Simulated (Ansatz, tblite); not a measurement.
# Al4P4 wurtzite atom sphere (Al4P4H14): one state, many levels

The task here is to estimate one member of a computed series from the others.

Program: Ansatz 0.2.0, Gaussian basis. Level of theory: as each input shows. These are calculated values, not measurements.

Plan: GFN1-xTB, GFN2-xTB, PBE-D4/def2-TZVP, r2SCAN-D4/def2-TZVP, PBE-D4/def2-SVP, PBE0-D4/def2-SVP.

1 further run of the same task is left out (set aside as unsound or not needed). Runs told in other sessions of the task aren't counted.

## The geometry

The singlet was relaxed beforehand with r2SCAN-D4/def2-SVP.

22 atoms, charge 0, spin multiplicity 1.

Bond lengths: Al1–P2 2.496 Å, Al1–P4 2.406 Å, Al1–H9 1.593 Å, Al1–H10 1.593 Å, P2–Al6 2.403 Å, P2–H11 1.421 Å, P2–H12 1.421 Å, Al3–P4 2.406 Å, Al3–P5 2.496 Å, Al3–H13 1.593 Å, Al3–H14 1.593 Å, P4–Al7 2.406 Å, P4–H15 1.425 Å, P5–Al6 2.403 Å, P5–H16 1.421 Å, P5–H17 1.421 Å, Al6–P8 2.403 Å, Al6–H18 1.586 Å and more. Angles: P2–Al1–P4 98.0°, P2–Al1–H9 103.7°, P2–Al1–H10 103.6°, P4–Al1–H9 112.3°, P4–Al1–H10 112.2°, H9–Al1–H10 122.9°, Al1–P2–Al6 122.2°, Al1–P2–H11 111.1°, Al1–P2–H12 111.1°, Al6–P2–H11 105.7°, Al6–P2–H12 105.7°, H11–P2–H12 98.3°, P4–Al3–P5 98.0°, P4–Al3–H13 112.2°, P4–Al3–H14 112.3°, P5–Al3–H13 103.6°, P5–Al3–H14 103.7°, H13–Al3–H14 122.9° and more.

PBE0-D4/def2-TZVP was run before; its log isn't repeated, and its numbers join the tables.

Set-up of the first run:

Tight binding, by tblite at 300 K electronic temperature and without a spin-polarisation term:

```python
tblite.interface.Calculator('GFN1-xTB', numbers, positions, charge=0, uhf=0).singlepoint()
```

Tight binding, by tblite at 300 K electronic temperature and without a spin-polarisation term:

```python
tblite.interface.Calculator('GFN2-xTB', numbers, positions, charge=0, uhf=0).singlepoint()
```

start.molden holds the orbitals of an earlier run on this state, given as this run's starting guess.

in.yaml reads:

```yaml
crystal:
  periodic: [false, false, false]
  atoms:
    - {symbol: Al, position_ang: [-2.036532, -1.168486, -1.367522]}
    - {symbol: P, position_ang: [-1.845161, -1.067511, 1.118899]}
    - {symbol: Al, position_ang: [2.027292, -1.181128, -1.371741]}
    - {symbol: P, position_ang: [-0.001553, -0.004541, -1.907889]}
    - {symbol: P, position_ang: [1.851441, -1.063193, 1.115031]}
    - {symbol: Al, position_ang: [0.003069, 0.005197, 2.217358]}
    - {symbol: Al, position_ang: [0.003550, 2.342205, -1.377613]}
    - {symbol: P, position_ang: [-0.000918, 2.137284, 1.109696]}
    - {symbol: H, position_ang: [-1.945377, -2.726040, -1.689077]}
    - {symbol: H, position_ang: [-3.331422, -0.294283, -1.678816]}
    - {symbol: H, position_ang: [-1.931944, -2.364699, 1.691547]}
    - {symbol: H, position_ang: [-3.015197, -0.508051, 1.698662]}
    - {symbol: H, position_ang: [1.919735, -2.740213, -1.680946]}
    - {symbol: H, position_ang: [3.327904, -0.321215, -1.698249]}
    - {symbol: H, position_ang: [-0.002811, -0.007574, -3.333095]}
    - {symbol: H, position_ang: [1.949442, -2.356210, 1.695208]}
    - {symbol: H, position_ang: [3.021389, -0.492884, 1.684313]}
    - {symbol: H, position_ang: [0.004664, 0.008747, 3.803576]}
    - {symbol: H, position_ang: [-1.393824, 3.036029, -1.699612]}
    - {symbol: H, position_ang: [1.405145, 3.029658, -1.695024]}
    - {symbol: H, position_ang: [-1.079242, 2.864644, 1.680933]}
    - {symbol: H, position_ang: [1.070363, 2.872273, 1.684351]}
basis:
  gaussian: {orbitals: def2-TZVP, initial_orbitals: start.molden}
hamiltonian: {xc: pbe, dispersion: d4}
scf: {omitted_lower_state_checks: [starts]}
output: {forces: true, orbitals: {seedname: orbitals}}
```

Run with:

```
ansatz run in.yaml --threads 2 --pin off --events-out ev --progress --plain --max-ram 32768MiB --backend cuda --devices 0, --max-vram 18GiB
```

Steps of the session up to this table: PBE-D4/def2-TZVP; r2SCAN-D4/def2-TZVP; PBE-D4/def2-SVP; PBE0-D4/def2-SVP.

One table of the session follows, with a row left open; its other results are not shown here.

It belongs to the step «Binding energy». 

```
              level  binding an atom (eV)
    PBE-D4/def2-SVP                 2.790
   PBE-D4/def2-TZVP                 2.783
r2SCAN-D4/def2-TZVP                 2.809
   PBE0-D4/def2-SVP                 2.783
  PBE0-D4/def2-TZVP                     ?
```

Q: Estimate the row for PBE0-D4/def2-TZVP from the others.

The run gave: binding an atom (eV): 2.779. In the column «binding an atom (eV)» it is the lowest.

Limits of these values: Free atoms were run apart at each level; binding is atoms less cluster, divided by the number of atoms, without zero-point or spin-orbit terms.
